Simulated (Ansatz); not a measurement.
# C5H5F5O3Ti: how energies converge with the basis set

How large a basis does C5H5F5O3Ti need? Two functionals are run in growing sets.

Computed with Ansatz 0.2.0, Gaussian basis. Level: one geometry, several basis sets.

The runs, in order: PBE0-D4/def2-SVP; ωB97M-V/def2-SVP; PBE0-D4/def2-QZVPP; ωB97M-V/def2-QZVPP; the functionals' def2-TZVPP values are taken from earlier runs.

### 1 Structure used throughout

An earlier PBE0-D4 in a triple-zeta def2 set relaxation fixed the geometry.

SMILES `CC1=CC(C(F)(F)F)=[O+][Ti-]([OH])([F])([F])[O]1`, 19 atoms, charge 0, spin multiplicity 1.

Atoms are counted from 1 here; the program's logs count them from 0.

Bond lengths: C1–C2 1.492 Å, C1–H15 1.088 Å, C1–H16 1.093 Å, C1–H17 1.093 Å, C2–C3 1.413 Å, C2–O14 1.253 Å, C3–C4 1.369 Å, C3–H18 1.078 Å, C4–C5 1.531 Å, C4–O9 1.272 Å, C5–F6 1.334 Å, C5–F7 1.330 Å, C5–F8 1.330 Å, O9–Ti10 1.965 Å, Ti10–O11 1.785 Å, Ti10–F12 1.758 Å, Ti10–F13 1.757 Å, Ti10–O14 2.083 Å and more. Angles: C2–C1–H15 112.5°, C2–C1–H16 109.1°, C2–C1–H17 108.8°, H15–C1–H16 109.6°, H15–C1–H17 109.7°, H16–C1–H17 107.0°, C1–C2–C3 120.3°, C1–C2–O14 117.3°, C3–C2–O14 122.3°, C2–C3–C4 120.0°, C2–C3–H18 120.1°, C4–C3–H18 119.9°, C3–C4–C5 120.2°, C3–C4–O9 127.0°, C5–C4–O9 112.8°, C4–C5–F6 112.0°, C4–C5–F7 110.1°, C4–C5–F8 110.1° and more.

### 2 PBE0-D4 in def2-SVP

Input file in.yaml:

```yaml
crystal:
  periodic: [false, false, false]
  atoms:
    - {symbol: C, position_ang: [-1.726933, -0.821370, 1.991570]}
    - {symbol: C, position_ang: [-0.720455, -0.416138, 0.967279]}
    - {symbol: C, position_ang: [-0.972458, 0.682790, 0.115115]}
    - {symbol: C, position_ang: [-0.042296, 1.051121, -0.818875]}
    - {symbol: C, position_ang: [-0.317345, 2.230679, -1.756030]}
    - {symbol: F, position_ang: [-1.507140, 2.787048, -1.523618]}
    - {symbol: F, position_ang: [-0.293339, 1.823006, -3.022067]}
    - {symbol: F, position_ang: [0.613512, 3.167436, -1.598721]}
    - {symbol: O, position_ang: [1.091490, 0.512506, -1.024904]}
    - {symbol: Ti, position_ang: [2.082470, -0.985174, -0.228245]}
    - {symbol: O, position_ang: [1.750016, -2.682084, -0.671853]}
    - {symbol: F, position_ang: [3.380078, -0.646069, -1.365092]}
    - {symbol: F, position_ang: [2.924119, -0.776869, 1.300002]}
    - {symbol: O, position_ang: [0.336469, -1.085970, 0.902478]}
    - {symbol: H, position_ang: [-2.613796, -0.191064, 1.974831]}
    - {symbol: H, position_ang: [-2.013183, -1.861757, 1.820486]}
    - {symbol: H, position_ang: [-1.261786, -0.776005, 2.979214]}
    - {symbol: H, position_ang: [-1.897969, 1.229910, 0.196551]}
    - {symbol: H, position_ang: [1.146547, -3.246197, -0.181619]}
basis:
  gaussian: {orbitals: def2-SVP}
hamiltonian: {xc: pbe0, dispersion: d4}
output: {orbitals: {seedname: orbitals}}
```

Launch:

```console
$ ansatz run in.yaml --threads 11 --pin off --events-out ev --progress --plain --max-ram 174080MiB --backend cpu
```

Further steps of the session: ωB97M-V in def2-SVP; PBE0-D4 in def2-QZVPP; ωB97M-V in def2-QZVPP.

Before running them: what should the planned runs give, taken together? Wanted: PBE0-D4: double and triple zeta above quadruple; ωB97M-V: double and triple zeta above quadruple.

**Answer**, as computed:

| quantity | value |
| --- | --- |
| PBE0-D4: double and triple zeta above quadruple | 34.48, 1.72 eV |
| ωB97M-V: double and triple zeta above quadruple | 35.03, 1.60 eV |

In words: For PBE0-D4 the step from double to triple zeta gains 32.76 eV and the next only 1.72 eV. These are total energies; as a rule much of such shifts cancels in differences, which this series doesn't test.
